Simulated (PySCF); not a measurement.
# Be₄⁻: doublet, from a rhombus start

Aim: relax Be₄⁻ as a doublet from a rhombus start, check by its vibrations whether the end is a minimum, and collect its spectrum and constants.

Method: PBE0, basis Be def2-TZVPD, no relativity, density fitting; program: PySCF 2.14.0.

**1. The system as given**

4 atoms, charge -1, spin multiplicity 2.

No contacts short enough for the rule that draws bonds.

Coordinates in bohr (charge -1 multiplicity 2):
```
Be    0.0000    2.0817    0.0000
Be    0.0000   -2.0817    0.0000
Be    3.6056    0.0000    0.0000
Be   -3.6056    0.0000    0.0000
```

**2. The SCF at the typed geometry**

The steps below are one call of a driver around PySCF. For each, scf.py gives the equivalent set-up of the SCF; relaxations use the driver's own optimiser. After this first run the driver tries any further starts and a stability analysis.

scf.py

```python
from pyscf import gto, scf, dft
mol = gto.M(atom='''
Be     0.000000     1.101600     0.000000
Be     0.000000    -1.101600     0.000000
Be     1.908000     0.000000     0.000000
Be    -1.908000     0.000000     0.000000''',
    basis={'Be': 'def2-TZVPD'},
    charge=-1, spin=1)
mf = dft.UKS(mol, xc='PBE0')
mf.grids.atom_grid = (50, 194)
aux = {'Be': 'def2-universal-JKFIT'}
mf = mf.density_fit(auxbasis=aux)
mf.conv_tol = 1e-08
mf.diis_space = 10
mf.max_cycle = 60
mf.init_guess = 'minao'
mf.verbose = 4
mf.kernel()
```

On the command line:

```bash
$ OMP_NUM_THREADS=2 python axn.py task.json out
```

The runs that follow: Relaxation: rhombus start, doublet; Frequencies; Downhill along the imaginary mode; Is it a minimum? Harmonic modes.

Q: Predict the outcome of this session. Wanted: minimum; geometry; wavenumbers; dipole moment; highest occupied, lowest empty level; polar-tensor charge of Be1; zero-point energy; ⟨S²⟩.

**Answer**, as computed:

| quantity | value |
| --- | --- |
| minimum | doublet, Td |
| geometry | Be–Be 2.051 Å (×6); Be–Be–Be 60.0° (×12) |
| wavenumbers (cm⁻¹) | 465 (e), 570 (t2), 692 (a1) |
| dipole moment (centre of mass) | 0.00 D |
| highest occupied, lowest empty level (either spin) | -0.30, 1.61 eV |
| polar-tensor charge of Be1 | -0.25 e |
| zero-point energy | 19.9 kJ/mol |
| entropy at 298.15 K | 246.5 J/(mol K) |
| ⟨S²⟩ | 0.820 |

What this shows: From D2h at the start the molecule goes to a Td minimum. In the infrared the band at 570 cm⁻¹ (t2) leads. The first SCF alone would have been 17 kJ/mol too high. Only this shape and spin were tried, so other structures or states may lie lower.
